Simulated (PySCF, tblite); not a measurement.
# C5H10OSi: geometry, infrared bands and NMR shifts

What infrared bands and NMR shifts should C5H10OSi (`C=C1COCC[SiH2]1`) show?

Programs: tblite 0.8.0 and PySCF 2.14.0, with density-fitted response routines of our own. Each step states its level of theory. These are calculated values for one molecule in the gas phase, unless marked as measured. Atoms are numbered from 0 throughout.

## Step 1: Starting geometry

17 atoms, charge 0, multiplicity 1; geometry from: force field or distance geometry start.

Bonds of the start (Å): C0–C1 1.36, C1–C2 1.51, C2–O3 1.44, O3–C4 1.42, C4–C5 1.52, C5–Si6 1.88, Si6–C1 1.86, C0–H7 1.09, C0–H8 1.09, C2–H9 1.09, C2–H10 1.10, C4–H11 1.10, C4–H12 1.10, C5–H13 1.09, C5–H14 1.10, Si6–H15 1.47, Si6–H16 1.49.

## Step 2: Optimising the geometry with GFN2-xTB

Job settings and geometry (Å):

```
{"job": {"kind": "relax", "xc": "GFN2-xTB", "basis": "xTB"}, "charge": 0, "multiplicity": 1}
C      2.413600    -0.071700     0.784200
C      1.193200    -0.095000     0.184600
C      0.516300    -1.378400    -0.222600
O     -0.824000    -1.450700     0.290300
C     -1.751400    -0.593600    -0.354800
C     -1.576600     0.847200     0.107500
Si     0.188500     1.432800    -0.165900
H      2.885700     0.864700     1.096200
H      2.960800    -0.986500     0.989800
H      1.044400    -2.244700     0.170200
H      0.488800    -1.483500    -1.319800
H     -1.658800    -0.694600    -1.449200
H     -2.762000    -0.930600    -0.085300
H     -1.773000     0.897900     1.183000
H     -2.285500     1.516200    -0.395500
H      0.384300     1.826500    -1.567100
H      0.548700     2.556000     0.744700
```

The run is started by

```console
OMP_NUM_THREADS=1 python probes_run.py task.json out
```

This one command runs all jobs of the session in turn.

**Question.** This job is followed by: GFN2-xTB harmonic vibrations, gas phase; GIAO PBE0/pcSseg-1 NMR shielding, non-relativistic, gas phase. Predict these results of the whole session: strongest single infrared mode (GFN2-xTB); zero-point energy (GFN2-xTB); ¹³C shifts against TMS (PBE0/pcSseg-1); ¹H shifts against TMS (PBE0/pcSseg-1, means over atoms taken as alike); ¹⁷O shifts against H2O (PBE0/pcSseg-1); ²⁹Si shifts against TMS (PBE0/pcSseg-1).

The runs gave:

| quantity | value |
| --- | --- |
| strongest single infrared mode (GFN2-xTB) | 2264 cm⁻¹, 335 km/mol |
| zero-point energy (GFN2-xTB) | 84.5 kcal/mol |
| ¹³C shifts against TMS (PBE0/pcSseg-1) | 150.2, 133.3, 82.1, 71.2, 13.1 ppm |
| ¹H shifts against TMS (PBE0/pcSseg-1, means over atoms taken as alike) | 5.98, 5.70, 4.46, 4.35, 4.05, 1.00 ppm |
| ¹⁷O shifts against H2O (PBE0/pcSseg-1) | 59.3 ppm |
| ²⁹Si shifts against TMS (PBE0/pcSseg-1) | -56.8 ppm |

What this shows: Over 28 steps the energy fell by 0.114 eV; of the close pairs, C0–C1 changed most, 1.360 to 1.325 Å. All 45 modes are real, so the xTB geometry is a minimum. The strongest single mode, at 2264 cm⁻¹, moves mainly H16. GFN2-xTB is a fitted tight-binding method: band positions and strengths are rough. Its intensities can rank the bands wrongly. The most deshielded carbon is C1 (fully substituted alkene carbon), at 150.2 ppm: as expected for a trigonal carbon in a double bond. At PBE0/pcSseg-1: The widest tensor belongs to C1: span 260 ppm, with a paramagnetic part of -229 ppm.
